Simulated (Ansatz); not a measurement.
# AsGaH: the cost of one run

Program: Ansatz 0.2.0, Gaussian basis. Level of theory: cc-pVTZ, core rule «outside noble gas», up to 28 orbitals frozen. These are calculated values, not measurements.

To be run: UHF; CCSD(T) on RHF; CCSD(T) on UHF; BCCD(T) on RHF; CCSDT(Q) on RHF; CCSDT(Q) on UHF; CASSCF and MRCISD+Q, 8 electrons in 9 orbitals; CASSCF and NEVPT2, 8 electrons in 9 orbitals.

10 further runs of the same task are left out: 5 for a known fault of the program, 5 set aside as unsound or not needed.

### Step 1. The geometry

The geometry is a PBE0/def2-TZVP stationary point (not a proven minimum) of the parent state, kept for this charge and spin. No spin-orbit coupling is included. The filled d shell of Ga, As may be among the frozen orbitals whatever the setting's name suggests; the logs give the count.

3 atoms, charge 1, spin multiplicity 1.

Atoms are counted from 1 here; the program's logs count them from 0.

Bond lengths: Ga1–As2 2.222 Å, Ga1–H3 1.556 Å. Angles: As2–Ga1–H3 180.0°.

### Step 2. UHF

Contents of in.yaml:

```yaml
crystal:
  periodic: [false, false, false]
  atoms:
    - {symbol: Ga, position_ang: [0.000000, 0.000000, 0.222200]}
    - {symbol: As, position_ang: [0.000000, 0.000000, -2.000200]}
    - {symbol: H, position_ang: [0.000000, 0.000000, 1.778000]}
basis:
  gaussian: {orbitals: cc-pVTZ}
total_charge: 1
magnetization: {spin_polarized: true, initial_magnetization: 0}
hamiltonian: {xc: hf}
output: {orbitals: {seedname: orbitals}}
```

The run is started by

```sh
> ansatz run in.yaml --threads 1 --pin off --events-out ev --progress --plain --max-ram 4096MiB --backend cpu
```

Q: Estimate wall time and peak memory on 1 thread of AMD EPYC 7R13, shared host.

About 6.5 s, with a peak of 0.26 GiB.
